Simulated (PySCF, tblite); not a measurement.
# C₆H₅F₃NP: infrared bands and NMR shifts

Wanted: the infrared bands and NMR shifts of C₆H₅F₃NP (`Cc1ncc(C(F)(F)F)cp1`), by calculation.

Programs: tblite 0.8.0 and PySCF 2.14.0, with density-fitted response routines of our own. Each step states its level of theory. These are calculated values for one molecule in the gas phase, unless marked as measured. Atoms are numbered from 0 throughout.

**1. Starting geometry**

16 atoms, charge 0, multiplicity 1; geometry from: GFN2-xTB.

Bonds of the start (Å): C0–C1 1.50, C1–N2 1.31, N2–C3 1.32, C3–C4 1.39, C4–C5 1.50, C5–F6 1.35, C5–F7 1.34, C5–F8 1.34, C4–C9 1.39, C9–P10 1.73, P10–C1 1.77, C0–H11 1.09, C0–H12 1.09, C0–H13 1.09, C3–H14 1.08, C9–H15 1.08.

**2. Vibrational analysis with GFN2-xTB**

The job: settings as JSON, then the geometry in Å.

```
{"job": {"kind": "ir", "xc": "GFN2-xTB", "basis": "xTB"}, "charge": 0, "multiplicity": 1}
C      3.093926    -0.038993     0.167422
C      1.597242    -0.011102     0.197551
N      0.998746     0.013131    -0.966976
C     -0.312047     0.023116    -1.113518
C     -1.220802     0.003995    -0.063542
C     -2.695846     0.035160    -0.352107
F     -3.232379     1.241739    -0.082716
F     -2.994756    -0.235015    -1.629022
F     -3.380548    -0.848153     0.395455
C     -0.826931    -0.012129     1.265525
P      0.822022    -0.022526     1.790229
H      3.507108     0.687234     0.865552
H      3.451410    -1.025525     0.463709
H      3.444342     0.172576    -0.839013
H     -0.661558     0.044984    -2.137491
H     -1.597528    -0.019547     2.027530
```

**Question.** This job is followed by: GIAO PBE0/pcSseg-1 NMR shielding, non-relativistic, gas phase. Predict these results of the whole session: strongest single infrared mode (GFN2-xTB); zero-point energy (GFN2-xTB); ¹³C shifts against TMS (PBE0/pcSseg-1); ¹H shifts against TMS (PBE0/pcSseg-1, means over atoms taken as alike); ¹⁵N shifts against NH3 (PBE0/pcSseg-1); ¹⁹F shifts against CFCl3 (PBE0/pcSseg-1, means over atoms taken as alike); ³¹P shifts against H3PO4 (PBE0/pcSseg-1).

As calculated:

| quantity | value |
| --- | --- |
| strongest single infrared mode (GFN2-xTB) | 1033 cm⁻¹, 320 km/mol |
| zero-point energy (GFN2-xTB) | 62.8 kcal/mol |
| ¹³C shifts against TMS (PBE0/pcSseg-1) | 208.9, 176.5, 148.7, 133.6, 128.1, 34.6 ppm |
| ¹H shifts against TMS (PBE0/pcSseg-1, means over atoms taken as alike) | 10.07, 9.31, 3.34 ppm |
| ¹⁵N shifts against NH3 (PBE0/pcSseg-1) | 366.5 ppm |
| ¹⁹F shifts against CFCl3 (PBE0/pcSseg-1, means over atoms taken as alike) | -78.0 ppm |
| ³¹P shifts against H3PO4 (PBE0/pcSseg-1) | 216.1 ppm |

No mode is imaginary among the 42: a minimum at this level. The strongest single mode, at 1033 cm⁻¹, moves mainly C5. GFN2-xTB is a fitted tight-binding method: band positions and strengths are rough. Its intensities can rank the bands wrongly. NICS(1)zz of -25 ppm above the planar ring from C1 marks a diatropic (aromatic) ring current.
